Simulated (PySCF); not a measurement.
# Gd(NH2)2: other functionals and bases at one geometry

The task here is to estimate one member of a computed series from the others.

Method: several levels, as the steps say, no spin–orbit coupling; program: PySCF 2.14.0.

1 further run of the same task is left out (for a known fault of the program).

## The system as given

7 atoms, charge 0, spin multiplicity 1.

Bond lengths: Gd1–N2 2.292 Å, Gd1–N5 2.292 Å, N2–H3 1.022 Å, N2–H4 1.023 Å, N5–H6 1.023 Å, N5–H7 1.022 Å. Angles: N2–Gd1–N5 115.5°, Gd1–N2–H3 131.8°, Gd1–N2–H4 124.1°, H3–N2–H4 104.1°, Gd1–N5–H6 124.1°, Gd1–N5–H7 131.8°, H6–N5–H7 104.1°.

Coordinates:

```
Gd    0.0000   -0.8907   -0.1083
N     1.9384   -0.0256    0.7565
H     2.9210   -0.2237    0.5565
H     1.9722    0.6976    1.4788
N    -1.9384   -0.0256    0.7565
H    -1.9722    0.6976    1.4788
H    -2.9210   -0.2237    0.5565
```

Formal oxidation states: Gd +2. Each metal's 8 4f electrons lie in its core potential, so multiplicities, spins and levels count the valence alone. For divalent La, Ce, Gd or Lu the extra electron is normally 5d or 6s, so this core forces an excited configuration. An earlier session relaxed this geometry at PBE0, Gd lcecp-0-SVP with ECP54, N def2-SVP, H def2-SVP (singlet, point group C2v).

At PBE0 on the finer grid: E = -141.599792 Eh, frontier levels not given, since the 4f levels lie in the core, Mulliken charge on Gd1 +0.72 e, largest force component 0.010 eV/Å. 

Levels to run: B3LYP; r2SCAN; PBE0, TZVP. Hardware: 2 threads of Arm Neoverse V1, shared host.

Set-up of the first run:

run.py (the lines that set the calculation) reads:

```python
mol = gto.M(atom='''
Gd     0.00000    -0.89067    -0.10833
N      1.93842    -0.02562     0.75655
H      2.92100    -0.22369     0.55646
H      1.97215     0.69760     1.47878
N     -1.93842    -0.02562     0.75655
H     -1.97215     0.69760     1.47878
H     -2.92100    -0.22369     0.55646''',
    basis={'Gd': 'lcecp-0-SVP', 'N': 'def2-SVP', 'H': 'def2-SVP'},
    ecp={'Gd': 'lcecp-0-SVP'},
    charge=0, spin=0)
mf = dft.RKS(mol, xc='B3LYP')
mf.grids.atom_grid = (75, 302)  # f atoms: unpruned, at least (60, 302)
mf = mf.density_fit()  # fitting sets: Gd AutoAux, N def2-universal-JKFIT, H def2-universal-JKFIT
mf.conv_tol = 1e-08; mf.max_cycle = 55
mf.kernel(dm0)  # dm0: the density of the relaxed state
```

Launch:

```sh
OMP_NUM_THREADS=2 python run.py
```

Steps of the session up to this table: B3LYP; r2SCAN; PBE0, TZVP.

One of the session's tables, all rows but one given; the rest of the session is left out.

| level | charge on Gd1 (e) | dipole (D) | largest force component (eV/Å) |
| --- | --- | --- | --- |
| PBE0 (relaxed here) | 0.72 | 5.00 | 0.01 |
| B3LYP | ? | ? | ? |
| r2SCAN | 0.70 | 4.94 | 0.11 |
| PBE0, TZVP | 1.17 | 5.41 | 0.30 |

**Question.** Estimate the row for B3LYP.

The run gave: charge on Gd1 (e): 0.67; dipole (D): 4.93; largest force component (eV/Å): 0.16. In the column «charge on Gd1 (e)» it is the lowest.

The largest leftover force, 0.30 eV/Å with PBE0, TZVP, stands at a geometry relaxed at another level. With 4f in the core, its levels are missing from HOMO and gap, and its count is fixed, so no charge can pass from the ligands into it. Total energies of different levels can't be compared.
